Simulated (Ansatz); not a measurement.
# FGeH5N2: the cost of one run

Method: RKS PBE-D4/def2-SVP, in Ansatz 0.2.0.

### Step 1. The structure to begin with

Bond lengths: N1–Ge2 1.797 Å, Ge2–N3 1.850 Å, Ge2–F4 1.728 Å, N1–H5 1.083 Å, N1–H6 1.069 Å, Ge2–H7 1.578 Å, N3–H8 1.079 Å, N3–H9 1.019 Å. Angles: N1–Ge2–N3 108.7°, N1–Ge2–F4 111.7°, N1–Ge2–H7 109.5°, N3–Ge2–F4 109.8°, N3–Ge2–H7 109.8°, F4–Ge2–H7 107.4°, Ge2–N1–H5 109.4°, Ge2–N1–H6 111.2°, H5–N1–H6 104.2°, Ge2–N3–H8 105.7°, Ge2–N3–H9 110.9°, H8–N3–H9 109.6°.

Structure file:

```xyz
9

N    -0.9071    1.1711   -0.5170
Ge    0.2692   -0.1788   -0.3609
N     0.2792   -0.7569    1.3966
F    -0.1280   -1.4948   -1.4077
H    -0.8986    1.5392   -1.5357
H    -0.6072    2.0138    0.0680
H     1.7079    0.3278   -0.7656
H     1.0083   -1.5517    1.4387
H    -0.6352   -1.1162    1.6665
```

### Step 2. End point A

File input.yaml:

```yaml
crystal:
  periodic: [false, false, false]
  atoms:
    - { symbol: "N", position_ang: [-0.9071, 1.1711, -0.517] }
    - { symbol: Ge, position_ang: [0.2692, -0.1788, -0.3609] }
    - { symbol: "N", position_ang: [0.2792, -0.7569, 1.3966] }
    - { symbol: F, position_ang: [-0.128, -1.4948, -1.4077] }
    - { symbol: H, position_ang: [-0.8986, 1.5392, -1.5357] }
    - { symbol: H, position_ang: [-0.6072, 2.0138, 0.068] }
    - { symbol: H, position_ang: [1.7079, 0.3278, -0.7656] }
    - { symbol: H, position_ang: [1.0083, -1.5517, 1.4387] }
    - { symbol: H, position_ang: [-0.6352, -1.1162, 1.6665] }
basis:
  gaussian: { orbitals: def2-SVP }
hamiltonian:
  xc: pbe
  dispersion: d4
relax:
  f_tol: 0.015
  max_steps: 40
```

Command:

```bash
$ ansatz run input.yaml --threads 2 --pin off --max-ram 3072MiB --backend cpu --events-out ev --progress --plain --runs-dir out
```

Q: Estimate wall time and peak memory on 2 threads of AMD EPYC 9R14 (Zen 4), shared host.

About 12 s, with a peak of 0.16 GiB.
